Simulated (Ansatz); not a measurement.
# Cu+ with F−: interaction against distance, part 3 of 3

Ansatz 0.2.0, Gaussian basis. The steps go on from the part before.

**13. B moved by +0.88 Å, CCSD(T)/def2-TZVPPD**

Contents of ab/in.yaml:

```yaml
crystal:
  periodic: [false, false, false]
  atoms:
    - {symbol: Cu, position_ang: [-0.000000, -0.000000, -0.882397]}
    - {symbol: F, position_ang: [0.000000, 0.000000, 1.764794]}
basis:
  gaussian: {orbitals: "def2-TZVPPD.json"}
correlation: {method: ccsd_t, frozen_orbitals: {Cu: 9, F: 1}}
```

Contents of a/in.yaml:

```yaml
crystal:
  periodic: [false, false, false]
  atoms:
    - {symbol: Cu, position_ang: [-0.000000, -0.000000, -0.882397]}
basis:
  gaussian:
    orbitals: "def2-TZVPPD.json"
    ghost_atoms:
      - {symbol: F, position_ang: [0.000000, 0.000000, 1.764794]}
total_charge: 1
correlation: {method: ccsd_t, frozen_orbitals: {Cu: 9, F: 1}}
```

Contents of b/in.yaml:

```yaml
crystal:
  periodic: [false, false, false]
  atoms:
    - {symbol: F, position_ang: [0.000000, 0.000000, 1.764794]}
basis:
  gaussian:
    orbitals: "def2-TZVPPD.json"
    ghost_atoms:
      - {symbol: Cu, position_ang: [-0.000000, -0.000000, -0.882397]}
total_charge: -1
correlation: {method: ccsd_t}
```

One command serves all of them, each in its own folder.

Run with:

```console
$ ansatz run in.yaml --threads 2 --pin off --events-out ev --progress --plain --max-ram 5222MiB
```

ab printed (excerpt; [...] marks lines left out):

```text
Functional definition: HF
  name "HF"
  cite "Fock, Z. Phys. 61, 126 (1930) doi:10.1007/BF01340294"
  parent pbe
[...]
731 factors; integrals over basis functions are off by at most 7.8e-4 eV
[...]
mean field -47303.06041589 eV, -1738.3554071180 hartree, gradient 4.5e-6 eV, S^2 0.000000; 0 other end points of the search recorded, 0 dependent functions left out
10 core orbitals not correlated: weight in the atoms' cores, before any rotation towards them, 1.000 or more for the frozen orbitals, at most 0.000 for the correlated occupied ones
reference -47303.06041589 eV, -1738.3554071180 hartree; 9, 9 occupied and 88, 88 virtual orbitals, 731 factors
second order -20.32291121 eV of doubles, -0.00000000 eV of singles
cycle   1  -17.68769690 eV  change     2.6e0 eV  update   1.8e-1
[...]
cycle  17  -18.60424920 eV  change   -2.1e-5 eV  update   1.2e-5
perturbative correction -0.70657331 eV, -0.0259660902 hartree
Total energy: -47322.37123840 eV, -1739.0650667559 hartree
```

Output in a (excerpt; [...] marks lines left out):

```text
[... 4 set-up lines as earlier in the session ...]
[...]
726 factors; integrals over basis functions are off by at most 7.8e-4 eV
[...]
mean field -44590.93549285 eV, -1638.6866545404 hartree, gradient 9.3e-7 eV, S^2 0.000000; 0 other end points of the search recorded, 0 dependent functions left out
9 core orbitals not correlated: weight in the atoms' cores, before any rotation towards them, 1.000 or more for the frozen orbitals, at most 0.000 for the correlated occupied ones
reference -44590.93549285 eV, -1638.6866545404 hartree; 5, 5 occupied and 93, 93 virtual orbitals, 726 factors
second order -12.23903730 eV of doubles, -0.00000000 eV of singles
cycle   1  -10.15319798 eV  change     2.1e0 eV  update   1.1e-1
[...]
cycle  10  -10.68124984 eV  change   -9.9e-6 eV  update   6.6e-6
perturbative correction -0.35237406 eV, -0.0129495079 hartree
Total energy: -44601.96911674 eV, -1639.0921327398 hartree
```

Output in b (excerpt; [...] marks lines left out):

```text
[... 4 set-up lines as earlier in the session ...]
[...]
709 factors; integrals over basis functions are off by at most 7.8e-4 eV
[...]
mean field -2706.33156435 eV, -99.4558505723 hartree, gradient 2.5e-6 eV, S^2 0.000000; 0 other end points of the search recorded, 0 dependent functions left out
1 core orbitals not correlated: weight in the atoms' cores, before any rotation towards them, 1.000 or more for the frozen orbitals, at most 0.000 for the correlated occupied ones
reference -2706.33156435 eV, -99.4558505723 hartree; 4, 4 occupied and 102, 102 virtual orbitals, 709 factors
second order -7.81991058 eV of doubles, -0.00000000 eV of singles
cycle   1  -7.42237255 eV  change    4.0e-1 eV  update   9.8e-2
[...]
cycle  13  -7.66685405 eV  change    8.6e-6 eV  update   4.6e-6
perturbative correction -0.25930491 eV, -0.0095292797 hartree
Total energy: -2714.25772331 eV, -99.7471315415 hartree
```

Wall times: 2.4 s (ab), 2.2 s (a), 1.2 s (b) on 2 threads of Intel Xeon 6975P-C, shared host; peak memory 0.4 GiB.

This point gives -141.69 kcal/mol.

**14. B moved by +1.76 Å, wB97M-V/def2-TZVPPD**

Contents of ab/in.yaml:

```yaml
crystal:
  periodic: [false, false, false]
  atoms:
    - {symbol: Cu, position_ang: [-0.000000, -0.000000, -0.882397]}
    - {symbol: F, position_ang: [0.000000, 0.000000, 2.647192]}
basis:
  gaussian: {orbitals: "def2-TZVPPD.json"}
hamiltonian: {xc: {name: wB97M-V}}
```

Contents of a/in.yaml:

```yaml
crystal:
  periodic: [false, false, false]
  atoms:
    - {symbol: Cu, position_ang: [-0.000000, -0.000000, -0.882397]}
basis:
  gaussian:
    orbitals: "def2-TZVPPD.json"
    ghost_atoms:
      - {symbol: F, position_ang: [0.000000, 0.000000, 2.647192]}
total_charge: 1
hamiltonian: {xc: {name: wB97M-V}}
```

Contents of b/in.yaml:

```yaml
crystal:
  periodic: [false, false, false]
  atoms:
    - {symbol: F, position_ang: [0.000000, 0.000000, 2.647192]}
basis:
  gaussian:
    orbitals: "def2-TZVPPD.json"
    ghost_atoms:
      - {symbol: Cu, position_ang: [-0.000000, -0.000000, -0.882397]}
total_charge: -1
hamiltonian: {xc: {name: wB97M-V}}
```

The same command starts each run, in its folder.

Run with:

```console
$ ansatz run in.yaml --threads 2 --pin off --events-out ev --progress --plain --max-ram 5222MiB
```

Log of ab (excerpt; [...] marks lines left out):

```text
[... 5 set-up lines as earlier in the session ...]
  # Of w^i u^j: cxij and so on, Table III.
[...]
  gx(w, u) = 1 - cx + cx01*u + cx10*w
[...]
      + integral(e_c_pw_mod_opposite_spin*gos(b97_w_opposite, b97_u_opposite)) + vv10(b, c)
750 factors; their error is unknown
128 factors; integrals over basis functions are off by at most 1.2e-4 eV
[...]
mean field -47352.14956310 eV, -1740.1594000043 hartree, gradient 4.5e-5 eV, S^2 0.000000; 0 other end points of the search recorded, 0 dependent functions left out
reference -47352.14961511 eV, -1740.1594019156 hartree; 19, 19 occupied and 88, 88 virtual orbitals, 750 factors
Total energy: -47352.14961511 eV, -1740.1594019156 hartree
```

Output in a (excerpt; [...] marks lines left out):

```text
[... 5 set-up lines as earlier in the session ...]
  # Of w^i u^j: cxij and so on, Table III.
[...]
  gx(w, u) = 1 - cx + cx01*u + cx10*w
[...]
      + integral(e_c_pw_mod_opposite_spin*gos(b97_w_opposite, b97_u_opposite)) + vv10(b, c)
745 factors; their error is unknown
127 factors; integrals over basis functions are off by at most 1.1e-4 eV
[...]
mean field -44629.92601809 eV, -1640.1195299144 hartree, gradient 1.1e-5 eV, S^2 0.000000; 0 other end points of the search recorded, 0 dependent functions left out
reference -44629.92605680 eV, -1640.1195313368 hartree; 14, 14 occupied and 93, 93 virtual orbitals, 745 factors
Total energy: -44629.92605680 eV, -1640.1195313368 hartree
```

b printed (excerpt; [...] marks lines left out):

```text
[... 5 set-up lines as earlier in the session ...]
  # Of w^i u^j: cxij and so on, Table III.
[...]
  gx(w, u) = 1 - cx + cx01*u + cx10*w
[...]
      + integral(e_c_pw_mod_opposite_spin*gos(b97_w_opposite, b97_u_opposite)) + vv10(b, c)
629 factors; their error is unknown
103 factors; integrals over basis functions are off by at most 1.4e-4 eV
[...]
mean field -2717.60268353 eV, -99.8700565625 hartree, gradient 1.4e-5 eV, S^2 0.000000; 0 other end points of the search recorded, 0 dependent functions left out
reference -2717.60273435 eV, -99.8700584301 hartree; 5, 5 occupied and 102, 102 virtual orbitals, 629 factors
Total energy: -2717.60273435 eV, -99.8700584301 hartree
```

Times: 1.7 s (ab), 1.8 s (a), 1.3 s (b) on 2 threads of Intel Xeon 6975P-C, shared host.

Interaction: -106.56 kcal/mol.

**15. B moved by +1.76 Å, CCSD(T)/def2-TZVPPD**

Changes to ab/in.yaml since step 14:

```diff
@@ -7,2 +7,2 @@
   gaussian: {orbitals: "def2-TZVPPD.json"}
-hamiltonian: {xc: {name: wB97M-V}}
+correlation: {method: ccsd_t, frozen_orbitals: {Cu: 9, F: 1}}
```

Changes to a/in.yaml since step 14:

```diff
@@ -10,2 +10,2 @@
 total_charge: 1
-hamiltonian: {xc: {name: wB97M-V}}
+correlation: {method: ccsd_t, frozen_orbitals: {Cu: 9, F: 1}}
```

Changes to b/in.yaml since step 14:

```diff
@@ -10,2 +10,2 @@
 total_charge: -1
-hamiltonian: {xc: {name: wB97M-V}}
+correlation: {method: ccsd_t}
```

One command serves all of them, each in its own folder.

Run with:

```console
$ ansatz run in.yaml --threads 2 --pin off --events-out ev --progress --plain --max-ram 5222MiB
```

ab printed (excerpt; [...] marks lines left out):

```text
[... 4 set-up lines as earlier in the session ...]
[...]
727 factors; integrals over basis functions are off by at most 1.7e-3 eV
[...]
mean field -47301.48552699 eV, -1738.2975310184 hartree, gradient 1.2e-6 eV, S^2 0.000000; 0 other end points of the search recorded, 0 dependent functions left out
10 core orbitals not correlated: weight in the atoms' cores, before any rotation towards them, 1.000 or more for the frozen orbitals, at most 0.000 for the correlated occupied ones
reference -47301.48552699 eV, -1738.2975310184 hartree; 9, 9 occupied and 88, 88 virtual orbitals, 727 factors
second order -20.18496761 eV of doubles, -0.00000000 eV of singles
cycle   1  -17.59999767 eV  change     2.6e0 eV  update   1.9e-1
[...]
cycle  21  -18.52366751 eV  change   -4.8e-6 eV  update   1.5e-5
perturbative correction -0.79036144 eV, -0.0290452471 hartree
Total energy: -47320.79955594 eV, -1739.0073084909 hartree
```

Output in a (excerpt; [...] marks lines left out):

```text
[... 4 set-up lines as earlier in the session ...]
[...]
722 factors; integrals over basis functions are off by at most 1.7e-3 eV
[...]
mean field -44590.93341859 eV, -1638.6865783130 hartree, gradient 2.2e-6 eV, S^2 0.000000; 0 other end points of the search recorded, 0 dependent functions left out
9 core orbitals not correlated: weight in the atoms' cores, before any rotation towards them, 1.000 or more for the frozen orbitals, at most 0.000 for the correlated occupied ones
reference -44590.93341859 eV, -1638.6865783130 hartree; 5, 5 occupied and 93, 93 virtual orbitals, 722 factors
second order -12.23330367 eV of doubles, -0.00000000 eV of singles
cycle   1  -10.14927336 eV  change     2.1e0 eV  update   1.1e-1
[...]
cycle   9  -10.67602260 eV  change    1.0e-5 eV  update   2.2e-6
perturbative correction -0.35051391 eV, -0.0128811485 hartree
Total energy: -44601.95995509 eV, -1639.0917960554 hartree
```

Output in b (excerpt; [...] marks lines left out):

```text
[... 4 set-up lines as earlier in the session ...]
[...]
705 factors; integrals over basis functions are off by at most 1.7e-3 eV
[...]
mean field -2706.33124139 eV, -99.4558387039 hartree, gradient 2.5e-6 eV, S^2 0.000000; 0 other end points of the search recorded, 0 dependent functions left out
1 core orbitals not correlated: weight in the atoms' cores, before any rotation towards them, 1.000 or more for the frozen orbitals, at most 0.000 for the correlated occupied ones
reference -2706.33124139 eV, -99.4558387039 hartree; 4, 4 occupied and 102, 102 virtual orbitals, 705 factors
second order -7.81568197 eV of doubles, -0.00000000 eV of singles
cycle   1  -7.41856405 eV  change    4.0e-1 eV  update   9.9e-2
[...]
cycle  14  -7.66295066 eV  change   -5.2e-6 eV  update   2.9e-6
perturbative correction -0.25888248 eV, -0.0095137558 hartree
Total energy: -2714.25307454 eV, -99.7469607025 hartree
```

They took 3.1 s (ab), 2.3 s (a), 1.3 s (b) on 2 threads of Intel Xeon 6975P-C, shared host; peak memory 0.4 GiB.

Interaction: -105.77 kcal/mol.

**16. The curves**

```
shift (Å)  Cu1–F2 (Å)   PBE-D4  r2SCAN-D4  PBE0-D4  B3LYP-D4  wB97M-V  Hartree-Fock      MP2     CCSD  CCSD(T)
    -0.18        1.59  -194.69    -198.04  -186.20   -186.55  -182.47       -157.82  -179.75  -173.71  -176.27
    -0.09        1.68  -202.14    -204.73  -193.91   -194.61  -190.74       -169.01  -186.85  -182.40  -184.62
     0.00        1.76  -203.99    -205.85  -195.94   -196.92  -193.18       -173.76  -188.59  -185.26  -187.24
     0.09        1.85  -202.45    -203.64  -194.50   -195.70  -192.01       -174.38  -187.05  -184.50  -186.35
     0.21        1.98  -197.15    -197.47  -189.18   -190.66  -186.88       -171.11  -181.69  -179.90  -181.67
     0.44        2.21  -183.69    -182.49  -175.25   -177.18  -172.81       -159.23  -167.58  -166.61  -168.43
     0.88        2.65  -158.94    -155.38  -148.59   -151.22  -144.91       -133.60  -139.69  -139.50  -141.69
     1.76        3.53  -130.10    -123.70  -114.90   -118.92  -106.56        -97.34  -100.47  -101.59  -105.77
```

Energies in kcal/mol.

What each level costs and misses (shared host):

```
      method  RMS deviation from CCSD(T) (kcal/mol)        mean time a point
      PBE-D4                                  17.85                    1.8 s
   r2SCAN-D4                                  17.61                    3.1 s
     PBE0-D4                                   8.37                    1.7 s
    B3LYP-D4                                  10.05                    2.1 s
     wB97M-V                                   5.01                    5.2 s
Hartree-Fock                                  12.46  part of the CCSD(T) run
         MP2                                   2.55  part of the CCSD(T) run
        CCSD                                   2.44  part of the CCSD(T) run
     CCSD(T)                                      0                    6.3 s
```

The best functional, wB97M-V, misses by 5.01 kcal/mol and takes 5.2 s a point, against 6.3 s for CCSD(T).

**17. What came out**

The summary covers parts 1 to 3.

```
                  quantity                                                                                                                        value
    deepest point, CCSD(T)                                                                                                  -187.24 kcal/mol at +0.00 Å
   at the longest distance                                                                                                  -105.77 kcal/mol at +1.76 Å
           at the shortest                                                                                                  -176.27 kcal/mol at -0.18 Å
RMS deviation from CCSD(T)  PBE-D4 17.85, r2SCAN-D4 17.61, PBE0-D4 8.37, B3LYP-D4 10.05, wB97M-V 5.01, Hartree-Fock 12.46, MP2 2.55, CCSD 2.44 kcal/mol
```

In words: Of the points run, CCSD(T) in this basis is lowest at the PBE0-D4 geometry. At +1.76 Å, 56 % of the binding is left. CCSD follows best and PBE-D4 worst. The T1 diagnostic is large here, over the usual mark for main-group molecules (transition-metal compounds often pass it harmlessly), so CCSD(T) itself may be off.
